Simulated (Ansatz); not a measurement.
**Al: an axial (c/a) deformation path**

One table from this session's results is given with a row withheld; the runs are named, their logs left out.

This is Al in the hcp structure; at room conditions it is fcc.

Computed with Ansatz 0.2.0 (DFT r2SCAN, scalar-relativistic, plane waves, PAW, unless a step's input says otherwise).

### The structure to begin with

It takes space group P6_3/mmc (No. 194, hexagonal). The conventional cell has a = 2.812 Å, b = 2.812 Å, c = 4.867 Å, α = 90.00°, β = 90.00°, γ = 120.00°. Around Al (site symmetry -6m2) lie 12 Al at 2.81 to 2.93 Å.

Coordinates:

```cif
data_structure
_symmetry_space_group_name_H-M 'P 1'
_symmetry_Int_Tables_number 1
_cell_length_a 2.8125
_cell_length_b 2.8125
_cell_length_c 4.8669
_cell_angle_alpha 90.000
_cell_angle_beta 90.000
_cell_angle_gamma 120.000
_cell_volume 33.34
loop_
_atom_site_label
_atom_site_type_symbol
_atom_site_fract_x
_atom_site_fract_y
_atom_site_fract_z
_atom_site_occupancy
Al1 Al 0.66667 0.33333 0.75000 1
Al2 Al 0.33333 0.66667 0.25000 1
```

It goes back to an entry of the Materials Project, which need not be the stable form.

No relaxation comes first: the listed cell is the starting point.

### The reference cell

The reference gives a free energy of -1080.7244 eV, pressure -2.91 GPa, largest force 0.000 eV/Å and gap on the mesh none (metal). It was computed beforehand with the settings of the runs below.

The first run:

At fixed volume and fractional coordinates, lengths along (0.000, 0.000, 1.000) are scaled against those across it; ρ is that ratio over its starting value.

Input file input.yaml:

```yaml
crystal:
  lattice:
    - [2.9690168435, 0.0, 0.0]
    - [-1.4845084217, 2.5712440107, 0.0]
    - [0.0, 0.0, 4.3671077923]
  atoms:
    - { symbol: Al, position: [0.6666666667, 0.3333333333, 0.75] }
    - { symbol: Al, position: [0.3333333333, 0.6666666667, 0.25] }
basis:
  ecutwfc: 500
kpoints:
  mp_grid: { grid: [24, 24, 12] }
hamiltonian:
  xc: r2scan
scf:
  occupations: { method: gaussian, width: 0.15 }
output:
  forces: true
  stress: true
  eigenvalues: true
```

The run is started by

```
$ ansatz run input.yaml --threads 1 --pin off --max-ram 2560MiB --backend cpu --events-out ev --progress --plain --runs-dir out
```

Among the steps run: Point ρ = 0.850; Point ρ = 1.200; ρ = 0.920; ρ = 1.100; Point ρ = 0.960; At ρ = 1.050; ρ = 0.800; ρ = 1.300.

One of the session's tables, all rows but one given; the rest of the session is left out.

The scan, with free energies counted from the undisturbed cell:

```
    ρ  ΔE (meV/atom)  pressure (GPa)
0.800           67.9            -0.6
0.850           26.5            -2.1
0.920              ?               ?
0.960           -6.5            -3.2
1.000            0.0            -2.9
1.050           17.2            -2.1
1.100           46.2            -0.7
1.200          137.6             3.3
1.300          273.9             8.7
```

Estimate the missing values for ρ = 0.920.

Worked estimate for «ΔE (meV/atom)». A straight line through the neighbours (0.850, 26.5) and (0.960, -6.5) gives 26.5 + (-6.5 − 26.5) × (0.920 − 0.850) / (0.960 − 0.850) = 5.5; a parabola fitted to 4 rows on both sides gives -3.6.

The run gave: ΔE (meV/atom): -1.9; pressure (GPa): -3.2. In «ΔE (meV/atom)» the line misses by +7.4 and the parabola by -1.7.
